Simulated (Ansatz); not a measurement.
**CH4F2HfOSe: one species, many methods**

An exercise on one series of results from a longer session: the logs are not shown, and one member is left open.

The runs use Ansatz 0.2.0, Gaussian basis; functionals in def2-TZVPP, the program's frozen cores in correlated methods.

The runs, in order: PBE-D4, r2SCAN-D4, PBE0-D4, B3LYP-D4, ωB97X-V, ωB97M-V, B2PLYP; CCSD(T)/def2-TZVPP; MP2/def2-QZVPP; extrapolation to the limit.

## The relaxed structure

An earlier PBE0-D4 in a triple-zeta def2 set relaxation fixed the geometry. Hf takes the def2 core potential; no spin-orbit term is included.

SMILES `C[Se][Hf]([OH])([F])[F]`, 10 atoms, charge 0, spin multiplicity 1.

Atoms are counted from 1 here; the program's logs count them from 0.

Bond lengths: C1–Se2 1.975 Å, C1–H7 1.088 Å, C1–H8 1.088 Å, C1–H9 1.089 Å, Se2–Hf3 2.568 Å, Hf3–O4 1.899 Å, Hf3–F5 1.908 Å, Hf3–F6 1.907 Å, O4–H10 0.952 Å. Angles: Se2–C1–H7 106.2°, Se2–C1–H8 110.4°, Se2–C1–H9 111.0°, H7–C1–H8 109.4°, H7–C1–H9 108.9°, H8–C1–H9 110.8°, C1–Se2–Hf3 93.4°, Se2–Hf3–O4 107.3°, Se2–Hf3–F5 108.2°, Se2–Hf3–F6 108.5°, O4–Hf3–F5 113.0°, O4–Hf3–F6 112.8°, F5–Hf3–F6 106.9°, Hf3–O4–H10 170.4°.

The first run:

Contents of in.yaml:

```yaml
crystal:
  periodic: [false, false, false]
  atoms:
    - {symbol: C, position_ang: [-0.979772, -1.757275, -0.578390]}
    - {symbol: Se, position_ang: [-1.114135, 0.118051, -1.184159]}
    - {symbol: Hf, position_ang: [0.680804, 0.937113, 0.459266]}
    - {symbol: O, position_ang: [0.856288, 2.812052, 0.213606]}
    - {symbol: F, position_ang: [0.132517, 0.463611, 2.223939]}
    - {symbol: F, position_ang: [2.299788, -0.008702, 0.109967]}
    - {symbol: H, position_ang: [-1.783121, -2.295415, -1.077349]}
    - {symbol: H, position_ang: [-0.022675, -2.182903, -0.872239]}
    - {symbol: H, position_ang: [-1.121507, -1.830323, 0.498598]}
    - {symbol: H, position_ang: [1.051811, 3.743781, 0.206780]}
basis:
  gaussian: {orbitals: def2-TZVPP}
hamiltonian: {xc: pbe, dispersion: d4}
output: {forces: true, orbitals: {seedname: orbitals}}
```

Started as:

```bash
> ansatz run in.yaml --threads 2 --pin off --events-out ev --progress --plain --max-ram 22528MiB --backend cuda --devices 0, --max-vram 18GiB
```

Among the steps run: PBE-D4 (GGA); r2SCAN-D4 (meta-GGA); PBE0-D4 (hybrid); B3LYP-D4 (hybrid); ωB97X-V (range-separated); ωB97M-V (range-separated); B2PLYP (double hybrid).

One table of the session follows, with a row left open; its other results are not shown here.

It belongs to the step «Orbital energies across the functionals». 

| functional | HOMO (eV) | gap (eV) |
| --- | --- | --- |
| PBE-D4 | -5.68 | 3.92 |
| r2SCAN-D4 | -5.94 | 4.38 |
| PBE0-D4 | -6.81 | 5.89 |
| B3LYP-D4 | ? | ? |
| ωB97X-V | -9.03 | 10.23 |
| ωB97M-V | -8.91 | 9.67 |

**Question.** Estimate the row for B3LYP-D4.

The run gave: HOMO (eV): -6.58; gap (eV): 5.44. In the column «HOMO (eV)» it lies between PBE0-D4 (-6.81) and r2SCAN-D4 (-5.94).
